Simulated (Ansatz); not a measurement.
# Al2BH5N2O: two geometries relaxed

Aim: relax the geometries before and after the inversion of the pyramid at N1, and see whether they are two minima and how far apart in energy. SMILES of the start: [NH2][Al]([OH])[B]1[NH][AlH]1.

Method: RKS PBE-D4/def2-SVP, in Ansatz 0.2.0.

**1. The structure to begin with**

Bond lengths: N1–Al2 1.929 Å, Al2–O3 1.811 Å, Al2–B4 2.034 Å, B4–N5 1.548 Å, B4–Al6 2.157 Å, N5–Al6 1.826 Å, N1–H7 1.044 Å, N1–H8 1.063 Å, O3–H9 1.057 Å, N5–H10 1.081 Å, Al6–H11 1.613 Å. Angles (14 of 16 angles, heavy atoms first): N1–Al2–O3 118.5°, N1–Al2–B4 123.6°, O3–Al2–B4 117.9°, Al2–B4–N5 155.2°, Al2–B4–Al6 148.7°, N5–B4–Al6 56.2°, B4–N5–Al6 79.0°, B4–Al6–N5 44.8°, Al2–N1–H7 104.4°, Al2–N1–H8 101.7°, Al2–O3–H9 103.8°, B4–N5–H10 104.9°, Al6–N5–H10 104.9°, B4–Al6–H11 158.7°.

As a file:

```xyz
11

N     0.1134   -2.5954   -0.2267
Al    0.8631   -0.8420   -0.5172
O     2.5657   -0.7195   -1.1232
B    -0.1413    0.8867   -0.1436
N    -0.3191    2.4232   -0.0846
Al   -1.9535    1.8616    0.5046
H    -0.2224   -2.5744    0.7611
H    -0.7572   -2.5612   -0.8360
H     3.1459   -0.6872   -0.2397
H     0.2072    2.7294    0.8082
H    -3.4366    2.0218    1.1177
```

**2. End point A**

Contents of input.yaml:

```yaml
crystal:
  periodic: [false, false, false]
  atoms:
    - { symbol: "N", position_ang: [0.1134, -2.5954, -0.2267] }
    - { symbol: Al, position_ang: [0.8631, -0.842, -0.5172] }
    - { symbol: O, position_ang: [2.5657, -0.7195, -1.1232] }
    - { symbol: B, position_ang: [-0.1413, 0.8867, -0.1436] }
    - { symbol: "N", position_ang: [-0.3191, 2.4232, -0.0846] }
    - { symbol: Al, position_ang: [-1.9535, 1.8616, 0.5046] }
    - { symbol: H, position_ang: [-0.2224, -2.5744, 0.7611] }
    - { symbol: H, position_ang: [-0.7572, -2.5612, -0.836] }
    - { symbol: H, position_ang: [3.1459, -0.6872, -0.2397] }
    - { symbol: H, position_ang: [0.2072, 2.7294, 0.8082] }
    - { symbol: H, position_ang: [-3.4366, 2.0218, 1.1177] }
basis:
  gaussian: { orbitals: def2-SVP }
hamiltonian:
  xc: pbe
  dispersion: d4
relax:
  f_tol: 0.015
  max_steps: 40
output:
  orbitals: {}
```

The run is started by

```
> ansatz run input.yaml --threads 2 --pin off --max-ram 3072MiB --backend cpu --events-out ev --progress --plain --runs-dir out
```

Output, shortened:

```text
Warning: RAYON_NUM_THREADS=2 ignored (pool sized by the plan → 2); use --threads N
[...]
Functional definition: PBE
[...]
1317 factors; their error is unknown
[...]
mean field -18954.99564907 eV, -696.5832419458 hartree, gradient 8.8e-6 eV, S^2 0.000000; 1 other end points of the search recorded, 0 dependent functions left out
[...]
reference -18954.99570060 eV, -696.5832438394 hartree; 29, 29 occupied and 88, 88 virtual orbitals, 1317 factors
relax step   1: F+E_penalty+E_count = -18955.21570750 eV  Δ(F+E_penalty+E_count) = +0.000e0 eV  max|allowed force component| = 3.101e0 eV/Å  Δτ_max = 0.0000 Å  (62 SCF iters, accepted)
[...]
relax step   3: F+E_penalty+E_count = -18957.25105803 eV  Δ(F+E_penalty+E_count) = -7.691e-1 eV  max|allowed force component| = 1.488e0 eV/Å  Δτ_max = 0.1948 Å  (35 SCF iters, accepted)
[...]
relax step   5: F+E_penalty+E_count = -18957.55510797 eV  Δ(F+E_penalty+E_count) = -6.223e-2 eV  max|allowed force component| = 3.335e-1 eV/Å  Δτ_max = 0.1881 Å  (31 SCF iters, accepted)
[...]
relax step   7: F+E_penalty+E_count = -18957.66138599 eV  Δ(F+E_penalty+E_count) = -5.171e-2 eV  max|allowed force component| = 1.283e0 eV/Å  Δτ_max = 0.1954 Å  (29 SCF iters, accepted)
[...]
relax step   9: F+E_penalty+E_count = -18957.86319678 eV  Δ(F+E_penalty+E_count) = -1.231e-1 eV  max|allowed force component| = 9.129e-1 eV/Å  Δτ_max = 0.2000 Å  (31 SCF iters, accepted)
[...]
relax step  10: F+E_penalty+E_count = -18957.99435298 eV  Δ(F+E_penalty+E_count) = -1.312e-1 eV  max|allowed force component| = 6.130e-1 eV/Å  Δτ_max = 0.2000 Å  (36 SCF iters, accepted)
[...]
relax step  11: F+E_penalty+E_count = -18958.08358175 eV  Δ(F+E_penalty+E_count) = -8.923e-2 eV  max|allowed force component| = 4.069e-1 eV/Å  Δτ_max = 0.2000 Å  (31 SCF iters, accepted)
[...]
1317 factors; their error is unknown
[...]
mean field -18957.88432404 eV, -696.6893987930 hartree, gradient 1.1e-5 eV, S^2 0.000000; 0 other end points of the search recorded, 0 dependent functions left out
[...]
reference -18957.88437411 eV, -696.6894006330 hartree; 29, 29 occupied and 88, 88 virtual orbitals, 1317 factors
```

**3. The output, continued: end point A relaxed**

The log, continued, shortened:

```text
relax step  12: F+E_penalty+E_count = -18958.11098130 eV  Δ(F+E_penalty+E_count) = -2.740e-2 eV  max|allowed force component| = 2.917e-1 eV/Å  Δτ_max = 0.0600 Å  (32 SCF iters, accepted)
[...]
relax step  14: F+E_penalty+E_count = -18958.17340841 eV  Δ(F+E_penalty+E_count) = -2.067e-2 eV  max|allowed force component| = 1.841e-1 eV/Å  Δτ_max = 0.2000 Å  (30 SCF iters, accepted)
[...]
relax step  16: F+E_penalty+E_count = -18958.17695641 eV  Δ(F+E_penalty+E_count) = -3.548e-3 eV  max|allowed force component| = 5.527e-2 eV/Å  Δτ_max = 0.0410 Å  (31 SCF iters, accepted)
[...]
relax step  18: F+E_penalty+E_count = -18958.17718486 eV  Δ(F+E_penalty+E_count) = -4.052e-5 eV  max|allowed force component| = 3.136e-2 eV/Å  Δτ_max = 0.0199 Å  (32 SCF iters, accepted)
[...]
Atom 1 at     0.817773    -0.870811    -0.265369 Å, force    -0.000933     0.002894     0.000336 eV/Å
Atom 2 at     2.468755    -0.932958    -0.789491 Å, force     0.000622     0.000311    -0.000044 eV/Å
Atom 3 at    -0.367429     0.826152     0.124360 Å, force     0.001720     0.002737     0.002287 eV/Å
Atom 4 at    -0.427209     2.129276     0.629792 Å, force    -0.006151    -0.004739    -0.003423 eV/Å
Atom 5 at    -2.191135     1.800525     0.110891 Å, force     0.006162     0.002007     0.001735 eV/Å
Atom 6 at     0.548833    -3.371283    -0.245140 Å, force    -0.000757    -0.000238     0.000327 eV/Å
Atom 7 at    -0.920948    -2.640266     0.100448 Å, force     0.000247     0.000232    -0.001041 eV/Å
Atom 8 at     3.015525    -0.137970    -0.877059 Å, force    -0.000390    -0.000633    -0.001143 eV/Å
Atom 9 at     0.349056     2.676389     1.025752 Å, force    -0.001388    -0.000594     0.000329 eV/Å
Atom 10 at    -3.293357     2.944474     0.318622 Å, force    -0.000852     0.001803    -0.000182 eV/Å
Dipole moment:    -0.016870     0.278215     0.144554 e Å
```

It took 90 s on 2 threads of Arm Neoverse N1, shared host; peak memory 0.16 GiB.

Relaxation path:

```csv
step,energy from step 1 (eV),largest force component (eV/Å)
1,0.0000,3.1013
2,-1.2663,2.5660
3,-2.0354,1.4877
4,-2.2772,0.4183
5,-2.3394,0.3335
6,-2.3940,0.7982
7,-2.4457,1.2828
8,-2.5244,1.4291
9,-2.6475,0.9129
10,-2.7786,0.6130
11,-2.8679,0.4069
12,-2.8953,0.2917
13,-2.9370,0.3816
14,-2.9577,0.1840
15x,-2.9472,0.2961
16,-2.9612,0.0553
17,-2.9614,0.0273
18,-2.9615,0.0314
19,-2.9615,0.0345
20,-2.9616,0.0062
```

Step 1 is the start. 1 step was tried and not accepted (marked x).

After: Bond lengths: N1–Al2 1.783 Å, Al2–O3 1.733 Å, Al2–B4 2.106 Å, B4–N5 1.399 Å, B4–Al6 2.068 Å, N5–Al6 1.868 Å, N1–H7 1.022 Å, N1–H8 1.022 Å, O3–H9 0.969 Å, N5–H10 1.029 Å, Al6–H11 1.602 Å. Angles (14 of 16 angles, heavy atoms first): N1–Al2–O3 113.3°, N1–Al2–B4 118.3°, O3–Al2–B4 128.4°, Al2–B4–N5 147.3°, Al2–B4–Al6 151.0°, N5–B4–Al6 61.7°, B4–N5–Al6 77.1°, B4–Al6–N5 41.3°, Al2–N1–H7 125.2°, Al2–N1–H8 124.5°, Al2–O3–H9 122.4°, B4–N5–H10 127.0°, Al6–N5–H10 155.9°, B4–Al6–H11 160.5°.

**4. Relaxing end B**

The second end starts from a geometry with the move made by hand.

Changes to input.yaml since step 2:

```diff
@@ -9,4 +9,4 @@
     - { symbol: Al, position_ang: [-1.9535, 1.8616, 0.5046] }
-    - { symbol: H, position_ang: [-0.2224, -2.5744, 0.7611] }
-    - { symbol: H, position_ang: [-0.7572, -2.5612, -0.836] }
+    - { symbol: H, position_ang: [0.75258, -3.0398, 0.46822] }
+    - { symbol: H, position_ang: [0.31085, -3.07102, -1.15684] }
     - { symbol: H, position_ang: [3.1459, -0.6872, -0.2397] }
@@ -22,3 +22 @@
   max_steps: 40
-output:
-  orbitals: {}
```

The run is started by

```
> ansatz run input.yaml --threads 2 --pin off --max-ram 3072MiB --backend cpu --events-out ev --progress --plain --runs-dir out
```

Output, shortened:

```text
Warning: RAYON_NUM_THREADS=2 ignored (pool sized by the plan → 2); use --threads N
[...]
[... 1 set-up line as earlier in the session ...]
[...]
1317 factors; their error is unknown
[...]
mean field -18955.01302021 eV, -696.5838803235 hartree, gradient 3.7e-5 eV, S^2 0.000000; 1 other end points of the search recorded, 0 dependent functions left out
[...]
reference -18955.01307112 eV, -696.5838821945 hartree; 29, 29 occupied and 88, 88 virtual orbitals, 1317 factors
relax step   1: F+E_penalty+E_count = -18955.23221395 eV  Δ(F+E_penalty+E_count) = +0.000e0 eV  max|allowed force component| = 3.129e0 eV/Å  Δτ_max = 0.0000 Å  (47 SCF iters, accepted)
[...]
relax step   4: F+E_penalty+E_count = -18957.51442147 eV  Δ(F+E_penalty+E_count) = -2.563e-1 eV  max|allowed force component| = 3.341e-1 eV/Å  Δτ_max = 0.1979 Å  (36 SCF iters, accepted)
[...]
relax step   7: F+E_penalty+E_count = -18957.67113786 eV  Δ(F+E_penalty+E_count) = -4.606e-3 eV  max|allowed force component| = 1.694e0 eV/Å  Δτ_max = 0.1951 Å  (36 SCF iters, accepted)
[...]
relax step  10: F+E_penalty+E_count = -18957.86677762 eV  Δ(F+E_penalty+E_count) = -5.081e-2 eV  max|allowed force component| = 1.433e0 eV/Å  Δτ_max = 0.1933 Å  (36 SCF iters, accepted)
[...]
relax step  12: F+E_penalty+E_count = -18958.06557105 eV  Δ(F+E_penalty+E_count) = -8.357e-2 eV  max|allowed force component| = 4.027e-1 eV/Å  Δτ_max = 0.2000 Å  (31 SCF iters, accepted)
[...]
relax step  13: F+E_penalty+E_count = -18958.12498967 eV  Δ(F+E_penalty+E_count) = -5.942e-2 eV  max|allowed force component| = 3.136e-1 eV/Å  Δτ_max = 0.2000 Å  (31 SCF iters, accepted)
[...]
1317 factors; their error is unknown
mean field -18957.92139646 eV, -696.6907611791 hartree, gradient 2.5e-5 eV, S^2 0.000000; 0 other end points of the search recorded, 0 dependent functions left out
```

**5. The output, continued: end point B relaxed**

The log, continued, shortened:

```text
[...]
reference -18957.92144631 eV, -696.6907630112 hartree; 29, 29 occupied and 88, 88 virtual orbitals, 1317 factors
relax step  14: F+E_penalty+E_count = -18958.14690575 eV  Δ(F+E_penalty+E_count) = -2.192e-2 eV  max|allowed force component| = 3.946e-1 eV/Å  Δτ_max = 0.2000 Å  (35 SCF iters, accepted)
[...]
relax step  20: F+E_penalty+E_count = -18958.17718657 eV  Δ(F+E_penalty+E_count) = -2.303e-4 eV  max|allowed force component| = 3.356e-2 eV/Å  Δτ_max = 0.0060 Å  (32 SCF iters, accepted)
[...]
relax step  21: F+E_penalty+E_count = -18958.17728174 eV  Δ(F+E_penalty+E_count) = -9.517e-5 eV  max|allowed force component| = 9.372e-3 eV/Å  Δτ_max = 0.0151 Å  (31 SCF iters, accepted)
1317 factors; their error is unknown
[...]
mean field -18957.95201162 eV, -696.6918862655 hartree, gradient 2.4e-5 eV, S^2 0.000000; 1 other end points of the search recorded, 0 dependent functions left out
[...]
Atom 1 at     1.068957    -0.885784    -0.339409 Å, force    -0.001189    -0.003280    -0.002142 eV/Å
Atom 2 at     2.727996    -0.802070    -0.834170 Å, force     0.002786     0.004502     0.001090 eV/Å
Atom 3 at    -0.246445     0.700050     0.099890 Å, force     0.008193    -0.005446    -0.001002 eV/Å
Atom 4 at    -0.409012     1.976168     0.648905 Å, force     0.001495    -0.000404    -0.002676 eV/Å
Atom 5 at    -2.138178     1.534408     0.099482 Å, force    -0.006064     0.006178     0.001411 eV/Å
Atom 6 at     0.989693    -3.398772    -0.433545 Å, force     0.002499     0.000445    -0.001233 eV/Å
Atom 7 at    -0.536941    -2.794399    -0.090258 Å, force     0.001878    -0.000795     0.001538 eV/Å
Atom 8 at     3.214577     0.034615    -0.876852 Å, force     0.001445    -0.000128    -0.000969 eV/Å
Atom 9 at     0.319770     2.567446     1.070533 Å, force     0.002017    -0.001253     0.002844 eV/Å
Atom 10 at    -3.321131     2.589132     0.334225 Å, force    -0.003688    -0.001825    -0.001320 eV/Å
Dipole moment:    -0.039403     0.270384     0.152976 e Å
```

Run time: 91 s. Hardware: 2 threads of Arm Neoverse N1, shared host; peak memory 0.16 GiB.

Relaxation path:

```csv
step,energy from step 1 (eV),largest force component (eV/Å)
1,0.0000,3.1294
2,-1.2679,2.5451
3,-2.0259,1.4404
4,-2.2822,0.3341
5,-2.3693,0.2635
6,-2.4343,0.4456
7,-2.4389,1.6936
8,-2.5310,0.6147
9,-2.5838,0.9858
10,-2.6346,1.4331
11,-2.7498,0.9768
12,-2.8334,0.4027
13,-2.8928,0.3136
14,-2.9147,0.3946
15,-2.9316,0.4077
16,-2.9398,0.1463
17,-2.9429,0.1137
18,-2.9429,0.1566
19,-2.9447,0.0805
20,-2.9450,0.0336
21,-2.9451,0.0094
```

Step 1 is the start.

After: Bond lengths: N1–Al2 1.784 Å, Al2–O3 1.733 Å, Al2–B4 2.107 Å, B4–N5 1.399 Å, B4–Al6 2.068 Å, N5–Al6 1.867 Å, N1–H7 1.022 Å, N1–H8 1.022 Å, O3–H9 0.969 Å, N5–H10 1.029 Å, Al6–H11 1.602 Å. Angles (14 of 16 angles, heavy atoms first): N1–Al2–O3 113.2°, N1–Al2–B4 118.4°, O3–Al2–B4 128.4°, Al2–B4–N5 147.3°, Al2–B4–Al6 151.0°, N5–B4–Al6 61.7°, B4–N5–Al6 77.1°, B4–Al6–N5 41.3°, Al2–N1–H7 125.3°, Al2–N1–H8 124.4°, Al2–O3–H9 122.3°, B4–N5–H10 127.1°, Al6–N5–H10 155.8°, B4–Al6–H11 160.3°.

**6. Results**

| quantity | value |
| --- | --- |
| end A | 18 moves, 2.962 eV lower |
| end B | 20 moves, 2.945 eV lower |
| largest difference between the ends | 0.02 Å |
| end B relative to end A | +0.000 eV |

In words: The two relaxations end at one structure, within 0.02 Å: no second minimum was found from this start, which doesn't rule one out.
